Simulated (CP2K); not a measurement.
Runs of CP2K 2026.2 on SiO. It takes space group Pm-3m (No. 221, cubic). The conventional cell has a = 2.807 Å, b = 2.807 Å, c = 2.807 Å, α = 90.00°, β = 90.00°, γ = 90.00°. Around Si (site symmetry m-3m) lie 8 O at 2.43 Å. O (site symmetry m-3m) has 8 Si at 2.43 Å as nearest neighbours. The cell was built by a generator and needn't be a form met in nature.

```csv
level,potentials or basis,smearing,EPS_DEFAULT,points a segment of the path (NPOINTS),CUTOFF of the grids,gap on the mesh (eV),pressure (GPa)
LDA,"GTH_POTENTIALS Si GTH-PADE-q4, O GTH-PADE-q6; TZVP-MOLOPT-PBE-GTH basis",fermi-dirac 0.01 eV,1.0E-9,8,600 Ry,none,-7.1
PBEsol,"POTENTIAL_UZH Si GTH-PBE-q4, O GTH-PBE-q6; TZVP-MOLOPT-PBE-GTH basis",fermi-dirac 0.01 eV,1.0E-9,8,600 Ry,none,(a)
r2SCAN,"POTENTIAL_UZH Si GTH-SCAN-q4, O GTH-SCAN-q6; TZVP-MOLOPT-SCAN-GTH basis",fermi-dirac 0.05 eV,1.0E-10,8,850 Ry,none,0.2
PBE,"POTENTIAL_UZH Si GTH-PBE-q4, O GTH-PBE-q6; TZVP-MOLOPT-PBE-GTH basis",fermi-dirac 0.05 eV,1.0E-9,10,600 Ry,none,0.3
```

Alike in all rows: task band structure; no spin polarisation; cell as given; k mesh 9 × 9 × 9.

Fill in the values left out.

(a) -3.5.

Caveats: the basis of atomic orbitals isn't converged, which shifts pressures, moduli and gaps; the potentials were made for another functional, which shifts forces and pressure (some runs).

A k mesh can miss the band edges.

A gap of «none» marks a metal or a gap under the smearing width.

Not every run made on this cell is shown here.
